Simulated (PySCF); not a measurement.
# Ga²⁺: excitation energy in x2c-QZVPPall plus 1 even-tempered diffuse shell per l

Wanted: the excitation energy of gallium, up a ladder of methods.

Method: unrestricted determinants in a Gaussian basis, no spin-orbit coupling in the energies. Code: PySCF 2.14.0.

## Step 1: The atom as given

* Element: gallium (Z = 31)
* Basis: x2c-QZVPPall with one added diffuse shell each of s, p, d, f type (12s8p6d5f1g, 110 functions)
* Hamiltonian: the spin-free X2C one-electron Hamiltonian (Gaussian nucleus)
* State 1: Ga²⁺: [Ar] 3d9 4s2, 2D determinant (an excited configuration)
* Needed too, but not shown: Ga²⁺ [Ar] 3d10 4s1 (2S)
* Methods: UHF, LDA, PBE, PBE0, r2SCAN, r2SCANh, LC-wPBE, M06-L, MP2
* Core shells frozen in the correlated runs: valence: [Ar] 3d9; valence and next inner shell: [Ne] (for Ga²⁺)

The outer shells:

Ga2+ [Ar] 3d9 4s2
```
[Ar] core
3d [↑↓][↑↓][↑↓][↑↓][↑ ]
4s [↑↓]
```

One driver process ran all states and methods and kept the integrals in memory. Each run is shown as a PySCF script that sums up its settings (the driver passes frozen orbitals as a list and adds second-order terms of double hybrids); the logs are those of the runs themselves. The driver starts from symmetry-adapted Hartree-Fock orbitals, holds the occupation by maximum overlap and uses a logarithmic radial grid for functionals, so a plain start would take other cycles.

The integrals over 110 functions and the set-up took 1.5 s of CPU time.

## Step 2: Ga²⁺ [Ar] 3d9 4s2: the ladder of methods

Level: UHF.

File input.py:

```python
from pyscf import gto, scf, dft, mp, cc
import basis_set_exchange as bse
mol = gto.M(atom="Ga 0 0 0", charge=2, spin=1, symmetry="D2h",
            basis=gto.basis.parse(bse.get_basis("x2c-QZVPPall", elements=["Ga"], fmt="nwchem", augment_diffuse=1)),
            nucmod="G")
mf = scf.UHF(mol).sfx2c1e()
mf.irrep_nelec = {'Ag': (6, 5), 'B1g': (1, 1), 'B2g': (1, 1), 'B3g': (1, 1), 'B1u': (2, 2), 'B2u': (2, 2), 'B3u': (2, 2)}
mf.kernel()
```

Level: LDA.

Changes to input.py:

```diff
@@ -5,3 +5,3 @@
             nucmod="G")
-mf = scf.UHF(mol).sfx2c1e()
+mf = dft.UKS(mol, xc="LDA,VWN").sfx2c1e()
 mf.irrep_nelec = {'Ag': (6, 5), 'B1g': (1, 1), 'B2g': (1, 1), 'B3g': (1, 1), 'B1u': (2, 2), 'B2u': (2, 2), 'B3u': (2, 2)}
```

Level: PBE.

Changes to input.py:

```diff
@@ -5,3 +5,3 @@
             nucmod="G")
-mf = dft.UKS(mol, xc="LDA,VWN").sfx2c1e()
+mf = dft.UKS(mol, xc="PBE").sfx2c1e()
 mf.irrep_nelec = {'Ag': (6, 5), 'B1g': (1, 1), 'B2g': (1, 1), 'B3g': (1, 1), 'B1u': (2, 2), 'B2u': (2, 2), 'B3u': (2, 2)}
```

Level: PBE0.

Changes to input.py:

```diff
@@ -5,3 +5,3 @@
             nucmod="G")
-mf = dft.UKS(mol, xc="PBE").sfx2c1e()
+mf = dft.UKS(mol, xc="PBE0").sfx2c1e()
 mf.irrep_nelec = {'Ag': (6, 5), 'B1g': (1, 1), 'B2g': (1, 1), 'B3g': (1, 1), 'B1u': (2, 2), 'B2u': (2, 2), 'B3u': (2, 2)}
```

Level: r2SCAN.

Changes to input.py:

```diff
@@ -5,3 +5,3 @@
             nucmod="G")
-mf = dft.UKS(mol, xc="PBE0").sfx2c1e()
+mf = dft.UKS(mol, xc="R2SCAN").sfx2c1e()
 mf.irrep_nelec = {'Ag': (6, 5), 'B1g': (1, 1), 'B2g': (1, 1), 'B3g': (1, 1), 'B1u': (2, 2), 'B2u': (2, 2), 'B3u': (2, 2)}
```

Level: r2SCANh.

Changes to input.py:

```diff
@@ -5,3 +5,3 @@
             nucmod="G")
-mf = dft.UKS(mol, xc="R2SCAN").sfx2c1e()
+mf = dft.UKS(mol, xc="HYB_MGGA_XC_R2SCANH").sfx2c1e()
 mf.irrep_nelec = {'Ag': (6, 5), 'B1g': (1, 1), 'B2g': (1, 1), 'B3g': (1, 1), 'B1u': (2, 2), 'B2u': (2, 2), 'B3u': (2, 2)}
```

Level: LC-wPBE.

Changes to input.py:

```diff
@@ -5,3 +5,3 @@
             nucmod="G")
-mf = dft.UKS(mol, xc="HYB_MGGA_XC_R2SCANH").sfx2c1e()
+mf = dft.UKS(mol, xc="LC_WPBE").sfx2c1e()
 mf.irrep_nelec = {'Ag': (6, 5), 'B1g': (1, 1), 'B2g': (1, 1), 'B3g': (1, 1), 'B1u': (2, 2), 'B2u': (2, 2), 'B3u': (2, 2)}
```

Level: M06-L.

Changes to input.py:

```diff
@@ -5,3 +5,3 @@
             nucmod="G")
-mf = dft.UKS(mol, xc="LC_WPBE").sfx2c1e()
+mf = dft.UKS(mol, xc="M06L").sfx2c1e()
 mf.irrep_nelec = {'Ag': (6, 5), 'B1g': (1, 1), 'B2g': (1, 1), 'B3g': (1, 1), 'B1u': (2, 2), 'B2u': (2, 2), 'B3u': (2, 2)}
```

Level: MP2 (valence).

Changes to input.py:

```diff
@@ -5,4 +5,5 @@
             nucmod="G")
-mf = dft.UKS(mol, xc="M06L").sfx2c1e()
+mf = scf.UHF(mol).sfx2c1e()
 mf.irrep_nelec = {'Ag': (6, 5), 'B1g': (1, 1), 'B2g': (1, 1), 'B3g': (1, 1), 'B1u': (2, 2), 'B2u': (2, 2), 'B3u': (2, 2)}
 mf.kernel()
+mp.UMP2(mf, frozen=14).kernel()
```

## Step 3: Ga²⁺ [Ar] 3d9 4s2, continued

Level: MP2 (valence and next inner shell).

Edit input.py of step 2 so:

```diff
@@ -8,2 +8,2 @@
 mf.kernel()
-mp.UMP2(mf, frozen=14).kernel()
+mp.UMP2(mf, frozen=5).kernel()
```

What does the calculation give?

The runs gave:

| quantity | value |
| --- | --- |
| excitation energy, Ga²⁺ → [Ar] 3d9 4s2 | UHF 15.538, MP2 (valence and next inner shell) 16.897 eV |

What this shows: The methods span 1.359 eV, from UHF (15.538) to MP2 (valence and next inner shell) (16.897). No reference value is at hand in this session. All values hold for this basis alone; no basis-set limit was taken.
